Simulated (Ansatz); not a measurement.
# BeSe+ (quartet): from Hartree-Fock to the top rungs at distance Se1–Be2 = 6.468 Å, cc-pVDZ

How much of the correlation energy of BeSe+ (quartet) does each wave-function method recover here?

The runs use Ansatz 0.2.0, Gaussian basis; cc-pVDZ, core rule «outside noble gas», up to 15 orbitals frozen.

To be run: UHF; CCSD(T) on ROHF; CCSD(T) on UHF; BCCD(T) on ROHF; CISD as a restricted active space (open shells left free, so some higher excitations enter); CCSDT(Q) on ROHF; CCSDT(Q) on UHF; CASSCF and MRCISD+Q, 5 electrons in 5 orbitals; CASSCF and NEVPT2, 5 electrons in 5 orbitals; Full CI.

40 further runs of the same task are left out: 18 for a known fault of the program, 17 that didn't finish, 5 set aside as unsound or not needed. Runs told in other sessions of the task aren't counted.

## (1) The geometry

The geometry derives from a PBE0/def2-TZVP stationary point (not a proven minimum). One bond is set to the value named and the two fragments are kept rigid. No spin-orbit coupling is included. The filled d shell of Se may be among the frozen orbitals whatever the setting's name suggests.

2 atoms, charge 1, spin multiplicity 4.

Atoms are counted from 1 here; the program's logs count them from 0.

No contacts short enough for the rule that draws bonds.

## (2) UHF

File in.yaml:

```yaml
crystal:
  periodic: [false, false, false]
  atoms:
    - {symbol: Se, position_ang: [0.000000, 0.000000, 0.000000]}
    - {symbol: Be, position_ang: [0.000000, 0.000000, 6.468000]}
basis:
  gaussian: {orbitals: cc-pVDZ}
total_charge: 1
magnetization: {spin_polarized: true, initial_magnetization: 3}
hamiltonian: {xc: hf}
output: {orbitals: {seedname: orbitals}}
```

Command:

```console
$ ansatz run in.yaml --threads 1 --pin off --events-out ev --progress --plain --max-ram 2393MiB
```

Further steps of the session: CCSD(T) on ROHF; CCSD(T) on UHF; BCCD(T) on ROHF; CISD as a restricted active space (open shells left free, so some higher excitations enter); CCSDT(Q) on ROHF; CCSDT(Q) on UHF; CASSCF and MRCISD+Q, 5 electrons in 5 orbitals; CASSCF and NEVPT2, 5 electrons in 5 orbitals; Full CI.

Before running them: what should the planned runs give, taken together? Wanted: FCI from the RHF energy; RMP2 from FCI; UMP2 from FCI; RCCSD from FCI; RCCSD(T) from FCI; UCCSD(T) from FCI; RCCSDT(Q) from FCI; UCCSDT(Q) from FCI; NEVPT2 pair from FCI.

As calculated:

| quantity | value |
| --- | --- |
| FCI from the ROHF energy | -2.7822 eV |
| RMP2 from FCI | +945.5 meV |
| UMP2 from FCI | +926.6 meV |
| RCCSD from FCI | +24.6 meV |
| RCCSD(T) from FCI | +6.5 meV |
| UCCSD(T) from FCI | -10.8 meV |
| RCCSDT(Q) from FCI | +0.4 meV |
| UCCSDT(Q) from FCI | -16.8 meV |
| NEVPT2 pair from FCI | +663.8 meV |
| levels within 1 kcal/mol (43 meV) | RCCSD, UCCSD, RCCSD(T), UCCSD(T), BCCD(T), RCCSDT, UCCSDT, RCCSDT(Q), UCCSDT(Q) |
| T1 diagnostic | 0.013 |
| effectively unpaired electrons | 3.16 |

RCCSD(T) misses by +6.5 meV, 0.2 % of the correlation energy. UCCSD(T), UCCSDT, UCCSDT(Q) fall below full CI: unrestricted runs freeze a spin-polarised core, another one than full CI's, and coupled cluster isn't variational. One determinant dominates. Coupled cluster took another determinant than the lowest Hartree-Fock one. These misses are within one basis, not against nature; the frozen cores of restricted and unrestricted runs differ, which can shift their rows.

Levels on UHF freeze UHF's core orbitals, full CI those of ROHF, so the U rows can settle a little off it for that reason alone.

With open shells the CI space here admits some higher excitations, so it is larger than plain CISD.
